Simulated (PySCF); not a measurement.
# C3H5ClOSi: the cost of one run

Computed with PySCF 2.14.0, with density-fitted response routines of our own, on a single molecule in the gas phase. Atoms are numbered from 0 throughout.

### 1 The starting structure

11 atoms, charge 0, multiplicity 1; geometry from: PBE0-D3(BJ)/def2-SVP.

Bonds of the start (Å): O0–C1 1.21, C1–Si2 1.91, Si2–C3 1.87, C3–C4 1.52, C4–Cl5 1.76, C4–Si2 1.88, C1–H6 1.12, Si2–H7 1.48, C3–H8 1.10, C3–H9 1.10, C4–H10 1.10.

### 2 Nuclear shieldings: PBE0/pcSseg-2

What the job is given:

```
{"job": {"kind": "nmr", "xc": "PBE0", "basis": "pcSseg-2", "pop": false}, "charge": 0, "multiplicity": 1}
O      1.847748     0.662465    -0.994225
C      1.652397    -0.296585    -0.287391
Si    -0.100573    -0.550466     0.428997
C     -1.440584     0.263056    -0.591755
C     -1.010143     1.083294     0.607858
Cl    -2.190591     1.357719     1.888382
H      2.488333    -1.008344    -0.049213
H     -0.408041    -1.689324     1.326458
H     -2.444167    -0.172993    -0.541068
H     -1.175309     0.666033    -1.576206
H     -0.433650     1.988760     0.386770
```

Level: GIAO PBE0/pcSseg-2 NMR shielding, non-relativistic, gas phase.

Command:

```sh
OMP_NUM_THREADS=1 python probes_run.py task.json out
```

One launch serves the whole session: the jobs run in the order shown.

**Question.** How long does this first job take on 1 thread of Arm Neoverse V1, shared host, and how much memory does it need?

About 45 s, with a peak of 1.3 GiB.
